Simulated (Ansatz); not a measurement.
**BFH₄Si₂: basis-set convergence**

The task here is to estimate one member of a computed series from the others.

Program: Ansatz 0.2.0, Gaussian basis. Level of theory: one geometry, several basis sets. These are calculated values, not measurements.

Levels to be run: PBE0-D4/def2-SVP; ωB97M-V/def2-SVP; PBE0-D4/def2-QZVPP; ωB97M-V/def2-QZVPP; the functionals' def2-TZVPP values are taken from earlier runs.

## The relaxed structure

An earlier PBE0-D4 in a triple-zeta def2 set relaxation fixed the geometry.

8 atoms, charge 0, spin multiplicity 1.

Atoms are counted from 1 here; the program's logs count them from 0.

Bond lengths: F1–B2 1.317 Å, B2–Si3 1.972 Å, B2–Si4 1.972 Å, Si3–Si4 2.425 Å, Si3–H5 1.484 Å, Si3–H6 1.487 Å, Si4–H7 1.484 Å, Si4–H8 1.487 Å. Angles: F1–B2–Si3 134.9°, F1–B2–Si4 134.8°, Si3–B2–Si4 75.9°, B2–Si3–Si4 52.1°, B2–Si3–H5 117.9°, B2–Si3–H6 126.7°, Si4–Si3–H5 98.4°, Si4–Si3–H6 135.4°, H5–Si3–H6 112.4°, B2–Si4–Si3 52.1°, B2–Si4–H7 118.0°, B2–Si4–H8 126.6°, Si3–Si4–H7 98.4°, Si3–Si4–H8 135.4°, H7–Si4–H8 112.4°.

Coordinates:

```xyz
8
charge 0, multiplicity 1
F     1.4922   -0.5198    1.9663
B     0.9769   -0.2631    0.7819
Si   -0.0371    1.2371    0.0008
Si   -0.3640   -1.1371   -0.3706
H     0.2735    1.6335   -1.3950
H    -0.7620    2.3021    0.7436
H    -0.1145   -1.1647   -1.8331
H    -1.3730   -2.1451    0.0504
```

The first run:

File in.yaml:

```yaml
crystal:
  periodic: [false, false, false]
  atoms:
    - {symbol: F, position_ang: [1.492242, -0.519765, 1.966268]}
    - {symbol: B, position_ang: [0.976945, -0.263102, 0.781873]}
    - {symbol: Si, position_ang: [-0.037142, 1.237143, 0.000780]}
    - {symbol: Si, position_ang: [-0.363980, -1.137144, -0.370643]}
    - {symbol: H, position_ang: [0.273508, 1.633493, -1.394972]}
    - {symbol: H, position_ang: [-0.762006, 2.302058, 0.743609]}
    - {symbol: H, position_ang: [-0.114504, -1.164708, -1.833050]}
    - {symbol: H, position_ang: [-1.372961, -2.145076, 0.050436]}
basis:
  gaussian: {orbitals: def2-SVP}
hamiltonian: {xc: pbe0, dispersion: d4}
output: {orbitals: {seedname: orbitals}}
```

The run is started by

```console
$ ansatz run in.yaml --threads 2 --pin off --events-out ev --progress --plain --max-ram 4352MiB
```

Among the steps run: PBE0-D4 in def2-SVP; ωB97M-V in def2-SVP; PBE0-D4 in def2-QZVPP; ωB97M-V in def2-QZVPP.

One of the session's tables, all rows but one given; the rest of the session is left out.

| functional | basis | HOMO (eV) | LUMO (eV) |
| --- | --- | --- | --- |
| PBE0-D4 | def2-SVP | -6.97 | -2.15 |
| PBE0-D4 | def2-TZVPP | -6.95 | -2.22 |
| PBE0-D4 | def2-QZVPP | -6.95 | -2.23 |
| ωB97M-V | def2-SVP | ? | ? |
| ωB97M-V | def2-TZVPP | -8.89 | -0.19 |
| ωB97M-V | def2-QZVPP | -8.90 | -0.23 |

**Question.** Estimate the row for ωB97M-V, def2-SVP.

**Answer.** HOMO (eV): -8.86; LUMO (eV): -0.07. In the column «HOMO (eV)» it lies between ωB97M-V, def2-TZVPP (-8.89) and PBE0-D4, def2-SVP (-6.97).
